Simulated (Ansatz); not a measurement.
# C2H5ClOSi: a dynamics run in two tries

Aim: a short trajectory for this system. SMILES of the start: C[Si]1(Cl)CO1.

All numbers below are computed with Ansatz 0.2.0 (UKS PBE0-D4/def2-SVP).

### Step 1. The starting structure

Bond lengths: C1–Si2 1.867 Å, Si2–Cl3 2.106 Å, Si2–C4 1.757 Å, Si2–O5 1.641 Å, C4–O5 1.479 Å, C1–H6 1.107 Å, C1–H7 1.138 Å, C1–H8 1.132 Å, C4–H9 1.173 Å, C4–H10 1.157 Å. Angles (14 of 19 angles, heavy atoms first): C1–Si2–Cl3 116.8°, C1–Si2–C4 117.9°, C1–Si2–O5 114.5°, Cl3–Si2–C4 123.6°, Cl3–Si2–O5 113.8°, C4–Si2–O5 51.5°, Si2–C4–O5 60.2°, Si2–O5–C4 68.3°, Si2–C1–H6 106.9°, Si2–C1–H7 104.1°, Si2–C1–H8 114.2°, Si2–C4–H9 117.1°, Si2–C4–H10 124.0°, O5–C4–H9 108.5°.

Coordinates:

```xyz
10

C    -1.2813   -0.9165   -0.0059
Si    0.4750   -0.2840   -0.0050
Cl    2.0034   -1.7266    0.1259
C     0.7296    1.4312    0.2762
O     0.7740    0.8985   -1.1029
H    -1.8206   -0.3710    0.7923
H    -1.7169   -0.5233   -0.9805
H    -1.3689   -2.0403    0.0939
H     1.8115    1.7676    0.5797
H    -0.1173    2.1795    0.5220
```

### Step 2. First try

The input, input.yaml:

```yaml
crystal:
  periodic: [false, false, false]
  atoms:
    - { symbol: C, position_ang: [-1.281306, -0.91646, -0.00589] }
    - { symbol: Si, position_ang: [0.475034, -0.284033, -0.005028] }
    - { symbol: Cl, position_ang: [2.003435, -1.726577, 0.125864] }
    - { symbol: C, position_ang: [0.729596, 1.431222, 0.276182] }
    - { symbol: O, position_ang: [0.773964, 0.898508, -1.102904] }
    - { symbol: H, position_ang: [-1.820556, -0.371038, 0.792282] }
    - { symbol: H, position_ang: [-1.716946, -0.52329, -0.98045] }
    - { symbol: H, position_ang: [-1.368885, -2.040287, 0.093874] }
    - { symbol: H, position_ang: [1.811492, 1.767628, 0.579688] }
    - { symbol: H, position_ang: [-0.117257, 2.179526, 0.522029] }
magnetization:
  spin_polarized: true
basis:
  gaussian: { orbitals: def2-SVP }
hamiltonian:
  xc: pbe0
  dispersion: d4
md:
  timestep: 1.0
  n_steps: 25
  ensemble: berendsen
  temperature: 200.0
  initial_velocities: maxwell_boltzmann
  seed: 46396
```

Command:

```sh
$ ansatz run input.yaml --threads 2 --pin off --max-ram 3072MiB --backend cpu --events-out ev --progress --plain --runs-dir out
```

**Question.** What will these runs give? Wanted: first try.

The runs gave:

| quantity | value |
| --- | --- |
| first try | refused |
| cause | the word typed for the ensemble or optimiser is not among those the program lists |

The fault in the first input was caught at the input check and cost nothing.
